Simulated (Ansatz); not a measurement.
**SeF radical: one species, many methods**

One table from this session's results is given with a row withheld; the runs are named, their logs left out.

Program: Ansatz 0.2.0, Gaussian basis. Level of theory: functionals in def2-TZVPP, the program's frozen cores in correlated methods. These are calculated values, not measurements.

Levels to be run: LDA (SPW92), PBE-D4, revPBE-D4, BLYP-D4, r2SCAN-D4, B97M-V, PBE0-D4, B3LYP-D4, r2SCANh-D4, r2SCAN0-D4, HSE06-D4, BHLYP-D4, CAM-B3LYP-D4, LC-ωPBE, ωB97X-V, ωB97M-V, B2PLYP, PBE-QIDH; CCSD(T)/def2-SVP; CCSD(T)/def2-TZVPP; CCSD(T)/def2-QZVPP; extrapolation to the limit; RPA on PBE.

**The geometry**

The geometry comes from an earlier relaxation with PBE0-D4 in a triple-zeta def2 set; it is a stationary point.

SMILES `F[Se]`, 2 atoms, charge 0, spin multiplicity 2.

Atoms are counted from 1 here; the program's logs count them from 0.

Bond lengths: F1–Se2 1.738 Å.

Coordinates:

| atom | x (Å) | y (Å) | z (Å) |
| --- | --- | --- | --- |
| F1 | 0.0000 | 0.0000 | 0.0350 |
| Se2 | 0.0000 | 0.0000 | 1.7726 |

The first run:

in.yaml

```yaml
crystal:
  periodic: [false, false, false]
  atoms:
    - {symbol: F, position_ang: [0.000000, -0.000000, 0.035021]}
    - {symbol: Se, position_ang: [-0.000000, 0.000000, 1.772589]}
basis:
  gaussian: {orbitals: def2-TZVPP}
magnetization: {spin_polarized: true, initial_magnetization: 1}
hamiltonian: {xc: lda}
output: {orbitals: {seedname: orbitals}}
```

The run is started by

```
> ansatz run in.yaml --threads 4 --pin off --events-out ev --progress --plain --max-ram 10444MiB
```

Steps of the session up to this table: LDA; PBE-D4 (GGA); revPBE-D4 (GGA); BLYP-D4 (GGA); r2SCAN-D4 (meta-GGA); B97M-V (meta-GGA); B3LYP-D4 (hybrid); r2SCANh-D4 (hybrid); r2SCAN0-D4 (hybrid); HSE06-D4 (hybrid); BHLYP-D4 (hybrid); CAM-B3LYP-D4 (range-separated); LC-ωPBE (range-separated); ωB97X-V (range-separated); ωB97M-V (range-separated); B2PLYP (double hybrid); PBE-QIDH (double hybrid).

One table of the session follows, with a row left open; its other results are not shown here.

It belongs to the step «Frontier levels by functional». 

| functional | HOMO (eV) | LUMO (eV) | gap (eV) |
| --- | --- | --- | --- |
| LDA (SPW92) | -5.81 | -5.92 | -0.11 |
| PBE-D4 | -5.67 | -5.47 | 0.20 |
| revPBE-D4 | -5.62 | -5.34 | 0.28 |
| BLYP-D4 | -5.55 | -5.48 | 0.07 |
| r2SCAN-D4 | -5.96 | -5.17 | 0.80 |
| B97M-V | -6.06 | -5.30 | 0.75 |
| PBE0-D4 | ? | ? | ? |
| B3LYP-D4 | -6.76 | -4.84 | 1.91 |
| r2SCANh-D4 | -6.45 | -4.77 | 1.67 |
| r2SCAN0-D4 | -7.17 | -4.19 | 2.98 |
| HSE06-D4 | -6.57 | -4.81 | 1.77 |
| BHLYP-D4 | -8.16 | -3.46 | 4.70 |
| CAM-B3LYP-D4 | -8.37 | -3.37 | 5.00 |
| LC-ωPBE | -9.76 | -1.88 | 7.88 |
| ωB97X-V | -9.38 | -2.29 | 7.09 |
| ωB97M-V | -9.20 | -2.31 | 6.89 |

Estimate the missing values for PBE0-D4.

**Answer.** HOMO (eV): -6.98; LUMO (eV): -4.43; gap (eV): 2.55. In the column «HOMO (eV)» it lies between r2SCAN0-D4 (-7.17) and B3LYP-D4 (-6.76).

Caveats from the session: A negative gap means that an empty level lies below a filled one: whole occupations of an open shell aren't an aufbau state there.
